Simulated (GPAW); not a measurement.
Crystal: Mn3Al.

```
Mn Al
1.0
     0.00000    2.85803    2.85803
     2.85803    0.00000    2.85803
     2.85803    2.85803    0.00000
Mn Al
3 1
Direct
  0.00000 0.00000 0.00000
  0.25000 0.25000 0.25000
  0.75000 0.75000 0.75000
  0.50000 0.50000 0.50000
```

The cell comes from a database or a generator and needn't be the stable form of this composition.

Base run:

```yaml
Program: GPAW 26.7.0
Functional: PBEsol
Potentials_or_basis: PAW data sets generated in the run's folder for this functional
Cutoff: 600 eV
Basis: pw
k_mesh: 7 × 7 × 7
Occupations: fermi-dirac, width 0.05 eV
Spin: collinear spin, ferromagnetic start
Starting_moments: "[4.0, 4.0, 4.0, 0.0] μB"
Hubbard_terms: Mn d U = 8 eV
```

Its results: pressure 78.7 GPa; net moment 12.31 μB per cell; site moments Mn +4.19, +4.08; Al -0.19 μB.

After a change of settings the same cell gave: pressure 11.0 GPa; net moment 5.84 μB per cell; site moments Mn +0.65, +2.58; Al -0.07 μB. Which change was it?
A. hubbard terms from Mn d U = 8 eV to none
B. hubbard terms from Mn d U = 8 eV to Mn d U = 2 eV
C. hubbard terms from Mn d U = 8 eV to Mn d U = 1 eV

C.

Caveats: the U is typed as a test and isn't derived for this compound; a pressure of tens of GPa on the cell as given is suspect, and the run, the potentials or the cell itself is likely at fault (some runs).
